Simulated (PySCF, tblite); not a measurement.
# C6H4N radical: geometry, infrared bands and EPR parameters

Wanted: the infrared bands and EPR parameters of C6H4N radical (`N#CC#C[C]1CC1`), by calculation.

Programs: tblite 0.8.0 and PySCF 2.14.0, with density-fitted response routines of our own. Each step states its level of theory. These are calculated values for one molecule in the gas phase, unless marked as measured. Atoms are numbered from 0 throughout.

## 1. The molecule as given

11 atoms, charge 0, multiplicity 2; geometry from: force field or distance geometry start.

Bonds of the start (Å): N0–C1 1.18, C1–C2 1.52, C2–C3 1.21, C3–C4 1.41, C4–C5 1.45, C5–C6 1.50, C6–C4 1.44, C5–H7 1.07, C5–H8 1.09, C6–H9 1.08, C6–H10 1.09.

## 2. Geometry optimisation with GFN2-xTB

Job settings and geometry (Å):

```
{"job": {"kind": "relax", "xc": "GFN2-xTB", "basis": "xTB"}, "charge": 0, "multiplicity": 2}
N      4.602800    -0.122200     0.306200
C      3.445300    -0.083400     0.106900
C      1.939300    -0.049800    -0.129200
C      0.744700    -0.006100    -0.334200
C     -0.649500     0.023000    -0.554900
C     -1.540800     0.787300     0.288600
C     -1.573500    -0.708500     0.270100
H     -2.311200     1.339400    -0.215500
H     -1.096100     1.284000     1.148900
H     -2.386500    -1.206900    -0.244700
H     -1.169000    -1.254000     1.116700
```

Command:

```bash
OMP_NUM_THREADS=1 python probes_run.py task.json out
```

The driver reads the jobs from task.json and runs them one after another.

**Question.** This job is followed by: GFN2-xTB harmonic vibrations, gas phase; UKS B3LYP, pcH-1 on C H N, non-relativistic, mean-field spin-orbit, GIAO. What will the session give for the following? strongest single infrared mode (GFN2-xTB); zero-point energy (GFN2-xTB); g(iso) (B3LYP); ⟨S²⟩; largest a(iso) (averaged by class); surface potential, 1st and 99th percentile.

**Answer**, as computed:

| quantity | value |
| --- | --- |
| strongest single infrared mode (GFN2-xTB) | 2239 cm⁻¹, 240 km/mol |
| zero-point energy (GFN2-xTB) | 46.8 kcal/mol |
| g(iso) (B3LYP) | 2.00311 |
| ⟨S²⟩ | 0.779 (exact 0.75) |
| largest a(iso) (averaged by class) | 13C on C3, -65.5 MHz |
| surface potential, 1st and 99th percentile | -1.76 V and 1.34 V |

**Reading.** Over 46 steps the energy fell by 1.173 eV; of the close pairs, C1–C2 changed most, 1.525 to 1.336 Å. No mode is imaginary among the 27: a minimum at this level. The strongest single mode, at 2239 cm⁻¹, moves mainly C1 and N0. GFN2-xTB is a fitted tight-binding method: band positions and strengths are rough. Its intensities can rank the bands wrongly. The largest spin populations lie on C4 (0.60 e), C2 (0.53 e). The isotropic g lies 0.8 ppt above the free-electron value.
